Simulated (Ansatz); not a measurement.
**NH3Br (doublet): the correlation ladder at distance N1–H4 along a hydrogen transfer = 1.145 Å, cc-pVDZ**

Aim: climb from Hartree-Fock through coupled cluster and multireference methods for NH3Br (doublet) at one geometry and basis, and see what each rung misses.

The runs use Ansatz 0.2.0, Gaussian basis; cc-pVDZ, core rule «outside noble gas», up to 15 orbitals frozen.

To be run: UHF; CCSD(T) on ROHF; CCSD(T) on UHF; BCCD(T) on ROHF; CISD; CCSDT(Q) on ROHF; CCSDT(Q) on UHF; CASSCF and MRCISD+Q, 3 electrons in 3 orbitals; CASSCF and NEVPT2, 3 electrons in 3 orbitals; CASSCF and NEVPT2, 15 electrons in 11 orbitals.

5 further runs of the same task are left out: 2 for a mislabelled method, 2 that didn't finish, 1 set aside as unsound or not needed.

**1. The system**

The geometry derives from fragments relaxed apart (PBE0/def2-TZVP) and kept rigid, so it is no stationary point. A hydrogen atom is moved between rigid fragments. No spin-orbit coupling is included. The filled d shell of Br may be among the frozen orbitals whatever the setting's name suggests; the logs give the count.

5 atoms, charge 0, spin multiplicity 2.

Atoms are counted from 1 here; the program's logs count them from 0.

Bond lengths: N1–H2 1.012 Å, N1–H3 1.012 Å, N1–H4 1.145 Å, H4–Br5 1.706 Å. Angles: H2–N1–H3 107.1°, H2–N1–H4 107.1°, H3–N1–H4 107.1°, N1–H4–Br5 180.0°.

**2. UHF**

The input, in.yaml:

```yaml
crystal:
  periodic: [false, false, false]
  atoms:
    - {symbol: N, position_ang: [-2.355829, -0.005881, -0.009153]}
    - {symbol: H, position_ang: [-2.653108, 0.961952, -0.009152]}
    - {symbol: H, position_ang: [-2.653108, -0.408181, 0.871107]}
    - {symbol: H, position_ang: [-1.210829, -0.005881, -0.009153]}
    - {symbol: Br, position_ang: [0.495171, -0.005880, -0.009153]}
basis:
  gaussian: {orbitals: cc-pVDZ}
magnetization: {spin_polarized: true, initial_magnetization: 1}
hamiltonian: {xc: hf}
output: {orbitals: {seedname: orbitals}}
```

Command:

```
$ ansatz run in.yaml --threads 1 --pin off --events-out ev --progress --plain --max-ram 2393MiB
```

The runs that follow: CCSD(T) on ROHF; CCSD(T) on UHF; BCCD(T) on ROHF; CISD; CCSDT(Q) on ROHF; CCSDT(Q) on UHF; CASSCF and MRCISD+Q, 3 electrons in 3 orbitals; CASSCF and NEVPT2, 3 electrons in 3 orbitals; CASSCF and NEVPT2, 15 electrons in 11 orbitals.

Q: Predict the results of all the runs planned. Wanted: UCCSDT(Q) below the RHF energy; RMP2 from UCCSDT(Q); UMP2 from UCCSDT(Q); RCCSD from UCCSDT(Q); RCCSD(T) from UCCSDT(Q); UCCSD(T) from UCCSDT(Q); RCCSDT(Q) from UCCSDT(Q); NEVPT2 pair from UCCSDT(Q); MRCISD+Q pair from UCCSDT(Q).

The runs gave:

```
                         quantity                                                   value
   UCCSDT(Q) below the RHF energy                                              -9.3117 eV
              RMP2 from UCCSDT(Q)                                            +97.1 kJ/mol
              UMP2 from UCCSDT(Q)                                           +101.5 kJ/mol
             RCCSD from UCCSDT(Q)                                            +22.8 kJ/mol
          RCCSD(T) from UCCSDT(Q)                                             +3.6 kJ/mol
          UCCSD(T) from UCCSDT(Q)                                             +3.5 kJ/mol
         RCCSDT(Q) from UCCSDT(Q)                                             +0.1 kJ/mol
       NEVPT2 pair from UCCSDT(Q)                                            +97.8 kJ/mol
     MRCISD+Q pair from UCCSDT(Q)                                            +13.5 kJ/mol
    NEVPT2 valence from UCCSDT(Q)                                           +138.0 kJ/mol
levels within 1 kcal/mol (43 meV)  RCCSD(T), UCCSD(T), BCCD(T), RCCSDT, UCCSDT, RCCSDT(Q)
                    T1 diagnostic                                                   0.040
   effectively unpaired electrons                                                    1.02
```

**Reading.** RCCSD(T) lands +3.6 kJ/mol from the yardstick (0.4 % of the correlation energy). The occupations are near whole numbers, but T1 = 0.040 shows that the orbitals relax strongly. Of the multireference levels listed MRCISD+Q pair comes nearest in total energy (+13.5 kJ/mol), which doesn't show that its space is the better one. These misses are within one basis, not against nature; the frozen cores of restricted and unrestricted runs differ, which can shift their rows.
